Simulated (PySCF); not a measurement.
# CH3NO2Si: the cost of one run

Computed with PySCF 2.14.0, with density-fitted response routines of our own, on a single molecule in the gas phase. Atoms count from 0, in the outputs and in this text.

### Step 1. The starting structure

8 atoms, charge 0, multiplicity 1; geometry from: GFN2-xTB. The atoms were then displaced at random by about 0.01 Å, so the start is not that level's minimum.

Bonds of the start (Å): N0–C1 1.16, C1–Si2 1.89, Si2–O3 1.59, Si2–O4 1.61, Si2–H5 1.46, O3–H6 0.96, O4–H7 0.97.

### Step 2. Geometry optimisation at PBE0-D3(BJ)/def2-SVP

Job settings and geometry (Å):

```
{"job": {"xc": "PBE0", "basis": "def2-SVP", "d3": "d3bj", "grid": 1, "shake": 0.01, "kind": "geom"}, "charge": 0, "multiplicity": 1}
N      2.706110     0.380290    -0.487360
C      1.599180     0.203290    -0.171720
Si    -0.185750    -0.071120     0.384990
O     -0.589170    -1.584940     0.105930
O     -1.137580     0.888060    -0.498890
H     -0.243470     0.147960     1.825050
H     -1.082520    -1.827850    -0.685390
H     -1.011670     1.845170    -0.525070
```

On the command line:

```
$ OMP_NUM_THREADS=1 python probes_run.py task.json out
```

One launch serves the whole session: the jobs run in the order shown.

Q: Estimate the wall time and peak memory of this first job on 1 thread of Arm Neoverse V1, shared host.

About 45 s, with a peak of 0.38 GiB.
